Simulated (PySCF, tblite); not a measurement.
# C₅H₁₃NOSi₂: geometry, infrared bands and NMR shifts

Wanted: the infrared bands and NMR shifts of C₅H₁₃NOSi₂ (`C=C([SiH2]N)C(=O)CC[SiH3]`), by calculation.

Computed with tblite 0.8.0 and PySCF 2.14.0, with density-fitted response routines of our own, on a single molecule in the gas phase. Atoms are numbered from 0 throughout.

## 1. The starting structure

22 atoms, charge 0, multiplicity 1; geometry from: force field or distance geometry start.

Bonds of the start (Å): C0–C1 1.33, C1–Si2 1.84, Si2–N3 1.73, C1–C4 1.52, C4–O5 1.22, C4–C6 1.54, C6–C7 1.54, C7–Si8 1.86, C0–H9 1.07, C0–H10 1.10, Si2–H11 1.48, Si2–H12 1.49, N3–H13 1.02, N3–H14 1.03, C6–H15 1.09, C6–H16 1.09, C7–H17 1.10, C7–H18 1.09, Si8–H19 1.49, Si8–H20 1.49, Si8–H21 1.49.

## 2. Relaxing the molecule with GFN2-xTB

What the job is given:

```
{"job": {"kind": "relax", "xc": "GFN2-xTB", "basis": "xTB"}, "charge": 0, "multiplicity": 1}
C     -1.175900     0.478700    -1.979600
C     -1.130100    -0.085900    -0.770900
Si    -2.579000    -0.313200     0.348200
N     -4.017700     0.175400    -0.469500
C      0.176000    -0.600400    -0.197100
O      0.178500    -1.406900     0.721800
C      1.484800    -0.109100    -0.833900
C      2.724700    -0.378500     0.043500
Si     2.911800     0.690700     1.559300
H     -0.328000     0.593300    -2.624600
H     -2.124600     0.860200    -2.383800
H     -2.847700    -1.724500     0.696600
H     -2.512800     0.549500     1.555300
H     -4.239100    -0.545900    -1.152200
H     -4.780200     0.154400     0.216700
H      1.407400     0.961900    -1.030100
H      1.605200    -0.645800    -1.775600
H      2.732900    -1.440300     0.348700
H      3.609800    -0.227500    -0.574400
H      4.137400     0.317800     2.312800
H      1.720600     0.603000     2.451700
H      3.035400     2.112400     1.129600
```

On the command line:

```console
$ OMP_NUM_THREADS=1 python probes_run.py task.json out
```

This one command runs all jobs of the session in turn.

**Question.** This job is followed by: GFN2-xTB harmonic vibrations, gas phase; GIAO PBE0/pcSseg-1 NMR shielding, non-relativistic, gas phase. Predict these results of the whole session: strongest single infrared mode (GFN2-xTB); zero-point energy (GFN2-xTB); ¹³C shifts against TMS (PBE0/pcSseg-1); ¹H shifts against TMS (PBE0/pcSseg-1, means over atoms taken as alike); ²⁹Si shifts against TMS (PBE0/pcSseg-1); ¹⁵N shifts against NH3 (PBE0/pcSseg-1); ¹⁷O shifts against H2O (PBE0/pcSseg-1); surface potential, 1st and 99th percentile.

**Answer**, as computed:

| quantity | value |
| --- | --- |
| strongest single infrared mode (GFN2-xTB) | 2112 cm⁻¹, 534 km/mol |
| zero-point energy (GFN2-xTB) | 102.2 kcal/mol |
| ¹³C shifts against TMS (PBE0/pcSseg-1) | 217.5, 158.4, 146.2, 36.8, 5.4 ppm |
| ¹H shifts against TMS (PBE0/pcSseg-1, means over atoms taken as alike) | 6.97, 6.82, 5.07, 4.19, 2.91, 0.82, 0.04 ppm |
| ²⁹Si shifts against TMS (PBE0/pcSseg-1) | -47.6, -78.9 ppm |
| ¹⁵N shifts against NH3 (PBE0/pcSseg-1) | 5.4 ppm |
| ¹⁷O shifts against H2O (PBE0/pcSseg-1) | 615.2 ppm |
| surface potential, 1st and 99th percentile | -1.27 V and 1.58 V |

What this shows: The optimisation took 237 steps and gained 0.514 eV; among the close pairs (by a distance rule), C1–C4 changed most, from 1.517 to 1.462 Å. All 60 modes are real, so the xTB geometry is a minimum. The strongest single mode, at 2112 cm⁻¹, moves mainly H19. Unscaled tight-binding wavenumbers are off by several per cent, some by more. Its intensities can rank the bands wrongly. C4 (ketone carbonyl carbon) lies farthest downfield among carbon, at 217.5 ppm; low-lying n→π* states of the double bond to the heteroatom give a large paramagnetic term (-287 ppm). At PBE0/pcSseg-1: The widest tensor belongs to O5: span 1103 ppm, with a paramagnetic part of -686 ppm. At PBE0/pcSseg-1, counted by nearest atom on the grid, the HOMO lies on N3 43 %; H11 11 %, the LUMO on C0, C4 about 24 % each; O5 18 %.
